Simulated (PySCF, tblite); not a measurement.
# C₂H₁₁Si₃ radical: geometry, infrared bands and EPR parameters

What infrared bands and EPR parameters should C₂H₁₁Si₃ radical (`[SiH3][CH]C([SiH3])[SiH3]`) show?

The runs use tblite 0.8.0 and PySCF 2.14.0, with density-fitted response routines of our own; the level of theory stands in each step. All values are computed, except where a source is named. Atoms count from 0, in the outputs and in this text.

**1. Starting geometry**

16 atoms, charge 0, multiplicity 2; geometry from: force field or distance geometry start.

Bonds of the start (Å): Si0–C1 1.84, C1–C2 1.51, C2–Si3 1.91, C2–Si4 1.89, Si0–H5 1.48, Si0–H6 1.49, Si0–H7 1.47, C1–H8 1.08, C2–H9 1.09, Si3–H10 1.49, Si3–H11 1.49, Si3–H12 1.47, Si4–H13 1.48, Si4–H14 1.49, Si4–H15 1.49.

**2. Relaxing the molecule with GFN2-xTB**

The job: settings as JSON, then the geometry in Å.

```
{"job": {"kind": "relax", "xc": "GFN2-xTB", "basis": "xTB"}, "charge": 0, "multiplicity": 2}
Si     2.616900    -0.250600     0.060300
C      0.884100    -0.433500    -0.516000
C     -0.268500     0.181600     0.231700
Si    -1.298200     1.401100    -0.810000
Si    -1.569800    -1.049700     0.846600
H      2.731100    -0.805400     1.425600
H      2.958600     1.195000     0.083000
H      3.522100    -0.963900    -0.857400
H      0.748800    -1.029900    -1.405200
H      0.077800     0.734100     1.110800
H     -1.893700     0.722900    -1.990700
H     -2.374200     2.024300     0.009300
H     -0.417800     2.483100    -1.282200
H     -2.633100    -0.375400     1.618900
H     -2.174800    -1.794600    -0.288500
H     -0.916800    -2.030300     1.752500
```

Run with:

```sh
> OMP_NUM_THREADS=1 python probes_run.py task.json out
```

The driver reads the jobs from task.json and runs them one after another.

**Question.** This job is followed by: GFN2-xTB harmonic vibrations, gas phase; UKS B3LYP, pcH-1 on C H Si, non-relativistic, mean-field spin-orbit, GIAO. What will the session give for the following? strongest single infrared mode (GFN2-xTB); zero-point energy (GFN2-xTB); g(iso) (B3LYP); ⟨S²⟩; largest a(iso) (averaged by class); potential on the surface of density 0.002 e/bohr³, 1st and 99th percentile.

**Answer**, as computed:

| quantity | value |
| --- | --- |
| strongest single infrared mode (GFN2-xTB) | 783 cm⁻¹, 810 km/mol |
| zero-point energy (GFN2-xTB) | 64.4 kcal/mol |
| g(iso) (B3LYP) | 2.00247 |
| ⟨S²⟩ | 0.754 (exact 0.75) |
| largest a(iso) (averaged by class) | 29Si on Si3, Si4, -101.6 MHz |
| potential on the surface of density 0.002 e/bohr³, 1st and 99th percentile | -0.10 V and 1.16 V |

What this shows: The optimisation took 33 steps and gained 0.201 eV; among the close pairs (by a distance rule), C1–C2 changed most, from 1.505 to 1.460 Å. No mode is imaginary among the 42: a minimum at this level. GFN2-xTB is a fitted tight-binding method: band positions and strengths are rough. Its intensities can rank the bands wrongly. C1 carries the largest spin population, 0.92 e. The isotropic g lies 0.2 ppt above the free-electron value. These values are for one conformer; the search (at its own cheap level) found 1 more, at 0.05 kcal/mol, and measured spectra average over such forms.
